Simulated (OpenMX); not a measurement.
Runs of OpenMX 3.8.5 on GaF. It takes space group F-43m (No. 216, cubic). The conventional cell has a = 5.536 Å, b = 5.536 Å, c = 5.536 Å, α = 90.00°, β = 90.00°, γ = 90.00°. Ga (site symmetry -43m) has 4 F at 2.40 Å as nearest neighbours. F (site symmetry -43m) has 4 Ga at 2.40 Å as nearest neighbours. The cell was built by a generator and needn't be a form met in nature.

| cell | gap on the mesh (eV) | pressure (GPa) |
| --- | --- | --- |
| F-43m, 21.21 Å³/atom | 2.25 | 3.6 |
| F-43m, 24.9 Å³/atom | 2.78 | -1.1 |
| F-43m, 23.06 Å³/atom | (a) | 0.7 |
| F-43m, 22.14 Å³/atom | (b) | 2.0 |
| F-43m, 20.29 Å³/atom | 2.07 | 5.6 |

Alike in all rows: task single point; level PBE; potentials or basis OpenMX 2013 PBE set, Ga7.0-s3p2d2, F6.0-s2p2d1, grid cutoff 500 Ry; no spin polarisation; k mesh 7 × 7 × 7; smearing fermi-dirac 0.05 eV.

Estimate the missing entries.

(a) 2.54; (b) 2.40.

Caveats: the basis has few d functions beyond the semicore shells, which can make volumes several per cent too large; an odd mesh through Γ misses points on the zone boundary, where band edges often lie; the basis of atomic orbitals isn't converged, which shifts pressures, moduli and gaps.

A k mesh can miss the band edges, and the runs leave out spin-orbit coupling on Ga.
